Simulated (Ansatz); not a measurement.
**B(PH3)Cl3 (BCl₃H₃P): the relaxed shape and its frontier levels**

Aim: characterise B(PH3)Cl3 (BCl₃H₃P) as a singlet: its structure, frontier levels and distribution of charge.

Computed with Ansatz 0.2.0, Gaussian basis. Level: RKS PBE0-D4/def2-TZVP.

Levels to be run: relaxation at B3LYP-D4/def2-SVP; a search for the lowest solution at PBE0-D4/def2-SVP; a single point at PBE0-D4/def2-TZVP.

**1. Where the work starts**

8 atoms, charge 0, spin multiplicity 1.

Atoms are counted from 1 here; the program's logs count them from 0.

Bond lengths: B1–P2 2.001 Å, B1–Cl6 1.823 Å, B1–Cl7 1.820 Å, B1–Cl8 1.823 Å, P2–H3 1.376 Å, P2–H4 1.375 Å, P2–H5 1.376 Å. Angles: P2–B1–Cl6 103.1°, P2–B1–Cl7 104.4°, P2–B1–Cl8 102.9°, Cl6–B1–Cl7 114.8°, Cl6–B1–Cl8 114.7°, Cl7–B1–Cl8 114.8°, B1–P2–H3 117.1°, B1–P2–H4 115.5°, B1–P2–H5 116.9°, H3–P2–H4 101.6°, H3–P2–H5 101.6°, H4–P2–H5 101.6°.

The start is a GFN2-xTB geometry.

**2. Optimising with B3LYP-D4/def2-SVP**

File in.yaml:

```yaml
crystal:
  periodic: [false, false, false]
  atoms:
    - {symbol: B, position_ang: [-0.006710, 0.014950, -1.071660]}
    - {symbol: P, position_ang: [0.000920, -0.000200, 0.929650]}
    - {symbol: H, position_ang: [0.677950, 1.017310, 1.562070]}
    - {symbol: H, position_ang: [0.565220, -1.110710, 1.511770]}
    - {symbol: H, position_ang: [-1.222300, 0.048860, 1.557400]}
    - {symbol: Cl, position_ang: [1.766000, -0.055970, -1.492340]}
    - {symbol: Cl, position_ang: [-0.833200, 1.576220, -1.510510]}
    - {symbol: Cl, position_ang: [-0.947890, -1.490450, -1.486370]}
basis:
  gaussian: {orbitals: def2-SVP}
hamiltonian: {xc: {name: B3LYP}, dispersion: d4}
scf: {omitted_lower_state_checks: [starts]}
output: {orbitals: {seedname: orbitals}}
relax: {f_tol: 0.02, max_steps: 100}
```

Command:

```sh
$ ansatz run in.yaml --threads 4 --pin off --events-out ev --progress --plain --max-ram 3916MiB
```

The runs that follow: Searching for the lowest solution, PBE0-D4/def2-SVP; Single point, PBE0-D4/def2-TZVP.

Before running them: what should the planned runs give, taken together? Wanted: point group; commonest bond, hydrogen aside; HOMO, LUMO at PBE0-D4/def2-TZVP; dipole at B3LYP-D4/def2-SVP.

The runs gave:

| quantity | value |
| --- | --- |
| point group | C3v |
| commonest bond, hydrogen aside | B–Cl, 3 of mean length 1.834 Å |
| HOMO, LUMO at PBE0-D4/def2-TZVP | -8.20, -0.39 eV |
| dipole at B3LYP-D4/def2-SVP | 5.66 D |

The molecule keeps its bonding pattern by the stored test; the atoms moved 0.04 Å (rms). No usable vibrations, so a minimum isn't proven.
